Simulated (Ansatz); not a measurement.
# FNi: the cost of one run

Computed with Ansatz 0.2.0 (the levels named in each step, unless a step's input says otherwise).

## Step 1: The structure to begin with

Bond lengths: F1–Ni2 1.748 Å.

Structure file:

```xyz
2

F     0.0000    0.0000    0.0000
Ni    0.0000    0.0000    1.7478
```

## Step 2: A rough first relaxation, PBE-D4/def2-SVP

input.yaml reads:

```yaml
crystal:
  periodic: [false, false, false]
  atoms:
    - { symbol: F, position_ang: [0.0, 0.0, 0.0] }
    - { symbol: Ni, position_ang: [0.0, 0.0, 1.74778] }
magnetization:
  spin_polarized: true
  initial_magnetization: 1
basis:
  gaussian: { orbitals: def2-SVP }
hamiltonian:
  xc: pbe
  dispersion: d4
relax:
  f_tol: 0.03
  max_steps: 200
```

On the command line:

```sh
$ ansatz run input.yaml --threads 1 --pin off --max-ram 2560MiB --backend cpu --events-out ev --progress --plain --runs-dir out
```

**Question.** How long does this run take on 1 thread of AMD EPYC 7R43 (Zen 3), shared host, and how much memory does it need?

About 92 s, with a peak of 0.12 GiB.
